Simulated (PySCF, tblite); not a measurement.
**C3H8Cl2Ga2: geometry, infrared bands and NMR shifts**

What infrared bands and NMR shifts should C3H8Cl2Ga2 (`C=[C](C)[GaH-]1[Cl+][GaH2-][Cl+]1`) show?

Computed with tblite 0.8.0 and PySCF 2.14.0, with density-fitted response routines of our own, on a single molecule in the gas phase. Atoms are numbered from 0 throughout.

## (1) The starting structure

15 atoms, charge 0, multiplicity 1; geometry from: force field or distance geometry start.

Bonds of the start (Å): C0–C1 1.33, C1–C2 1.49, C1–Ga3 1.98, Ga3–Cl4 2.20, Cl4–Ga5 2.20, Ga5–Cl6 2.18, Cl6–Ga3 2.21, C0–H7 1.09, C0–H8 1.09, C2–H9 1.09, C2–H10 1.13, C2–H11 1.09, Ga3–H12 1.65, Ga5–H13 1.62, Ga5–H14 1.61.

## (2) Relaxing the molecule with GFN2-xTB

What the job is given:

```
{"job": {"kind": "relax", "xc": "GFN2-xTB", "basis": "xTB"}, "charge": 0, "multiplicity": 1}
C     -2.330400    -0.911400     0.115400
C     -1.274900    -0.107900     0.048300
C     -1.447700     1.145400    -0.744700
Ga     0.435900    -0.532100     0.946400
Cl     1.873700     1.116100     0.756800
Ga     3.076400    -0.034300    -0.678100
Cl     1.834200    -1.767800    -0.239900
H     -3.229400    -0.587700    -0.404100
H     -2.261300    -1.835100     0.683000
H     -2.114200     0.913300    -1.579800
H     -1.900600     1.868000    -0.004200
H     -0.448000     1.443600    -1.044300
H      0.235900    -1.046000     2.498400
H      4.611100    -0.118800    -0.180600
H      2.935100     0.462900    -2.205800
```

Launch:

```bash
> OMP_NUM_THREADS=1 python probes_run.py task.json out
```

This one command runs all jobs of the session in turn.

**Question.** This job is followed by: GFN2-xTB harmonic vibrations, gas phase; GIAO PBE0/pcSseg-1 NMR shielding, non-relativistic, gas phase. Predict these results of the whole session: strongest single infrared mode (GFN2-xTB); zero-point energy (GFN2-xTB); ¹³C shifts against TMS (PBE0/pcSseg-1); ¹H shifts against TMS (PBE0/pcSseg-1, means over atoms taken as alike); ³⁵Cl shifts against HCl (PBE0/pcSseg-1, means over atoms taken as alike); shieldings of Ga (PBE0/pcSseg-1).

As calculated:

| quantity | value |
| --- | --- |
| strongest single infrared mode (GFN2-xTB) | 531 cm⁻¹, 455 km/mol |
| zero-point energy (GFN2-xTB) | 55.3 kcal/mol |
| ¹³C shifts against TMS (PBE0/pcSseg-1) | 164.0, 134.0, 28.0 ppm |
| ¹H shifts against TMS (PBE0/pcSseg-1, means over atoms taken as alike) | 6.36, 5.73, 5.69, 5.52, 5.36, 2.48 ppm |
| ³⁵Cl shifts against HCl (PBE0/pcSseg-1, means over atoms taken as alike) | 12 ppm |
| shieldings of Ga (PBE0/pcSseg-1) | Ga5 1429.7, Ga3 1469.2 ppm |

In words: Over 138 steps the energy fell by 0.584 eV; of the close pairs, Ga3–Cl4 changed most, 2.195 to 2.325 Å. No mode is imaginary among the 39: a minimum at this level. The strongest single mode, at 531 cm⁻¹, moves mainly H14 and H13. GFN2-xTB is a fitted tight-binding method: band positions and strengths are rough. Its intensities can rank the bands wrongly. C1 (fully substituted alkene carbon) lies farthest downfield among carbon, at 164.0 ppm; an sp2 carbon of a C=C bond. At PBE0/pcSseg-1: Shielding is most anisotropic at Ga3 (span 455 ppm, paramagnetic term -1168 ppm). Spin-orbit coupling is left out, which matters for shieldings and couplings at and beside the heavy atoms.
